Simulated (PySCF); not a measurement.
# C₃H₅FOSi: electronic excitations and core binding energies

Aim: predict the electronic excitations and core binding energies of C₃H₅FOSi (`O=C([SiH3])/C=C\F`).

The runs use PySCF 2.14.0, with density-fitted response routines of our own; the level of theory stands in each step. All values are computed, except where a source is named. Atoms are numbered from 0 throughout.

## (1) Starting geometry

11 atoms, charge 0, multiplicity 1; geometry from: GFN2-xTB.

Bonds of the start (Å): O0–C1 1.22, C1–Si2 1.93, C1–C3 1.48, C3–C4 1.33, C4–F5 1.34, Si2–H6 1.46, Si2–H7 1.46, Si2–H8 1.46, C3–H9 1.08, C4–H10 1.08.

## (2) TDDFT and polarisability: PBE0/def2-SVPD

The job: settings as JSON, then the geometry in Å.

```
{"job": {"kind": "uv", "xc": "PBE0", "basis": "def2-SVPD", "nstates": 8, "ntriplets": 3}, "charge": 0, "multiplicity": 1}
O     -0.723214     2.128642    -0.191955
C     -0.327875     0.982531    -0.091487
Si    -1.561547    -0.398590     0.438206
C      1.091670     0.686669    -0.378636
C      1.661677    -0.507811    -0.312878
F      0.997484    -1.615768     0.031084
H     -1.629490    -1.378193    -0.643893
H     -2.838088     0.280274     0.630608
H     -1.071002    -0.988472     1.681915
H      1.703666     1.531314    -0.664614
H      2.702143    -0.717926    -0.524312
```

Level: TDDFT PBE0/def2-SVPD, vertical, gas phase, core orbitals frozen in the response.

Launch:

```
> OMP_NUM_THREADS=1 python probes_run.py task.json out
```

The driver reads the jobs from task.json and runs them one after another.

**Question.** This job is followed by: delta-SCF UKS SCAN, pcX-2 on the ionised atom, pcseg-1 elsewhere, spin-free X2C. Predict these results of the whole session: lowest singlet (PBE0/def2-SVPD); brightest single state of those computed; lowest triplet; C1s binding energies, SCAN/pcX-2 (standing for 2 of 3 atoms); O1s binding energies, SCAN/pcX-2; Si1s binding energies, SCAN/pcX-2; Si2p binding energies, SCAN/pcX-2; F1s binding energies, SCAN/pcX-2.

**Answer**, as computed:

```
                                                    quantity                        value
                             lowest singlet (PBE0/def2-SVPD)  3.02 eV (411 nm), f = 0.001
                    brightest single state of those computed  state 2, 5.86 eV, f = 0.249
                                              lowest triplet                      2.41 eV
C1s binding energies, SCAN/pcX-2 (standing for 2 of 3 atoms)      C1 292.90, C3 291.14 eV
                            O1s binding energies, SCAN/pcX-2                 O0 537.41 eV
                           Si1s binding energies, SCAN/pcX-2               Si2 1846.48 eV
                           Si2p binding energies, SCAN/pcX-2                Si2 107.03 eV
                            F1s binding energies, SCAN/pcX-2                 F5 693.84 eV
```

**Reading.** The first singlet state (HOMO→LUMO 0.98) lies at 3.02 eV and is weak; of the 8 states computed, the strongest absorption comes from state 2 at 5.86 eV (the last state computed is bright too, and its partners may lie past the list). The lowest triplet lies 0.61 eV below the lowest singlet (triplets in Tamm-Dancoff, singlets in full TDDFT). The C1s levels kept as sound span 1.75 eV, from C3 (α carbon of a C=C–C=O unit) up to C1 (carbonyl carbon). Only 2 of the 3 C atoms are covered by sound results.
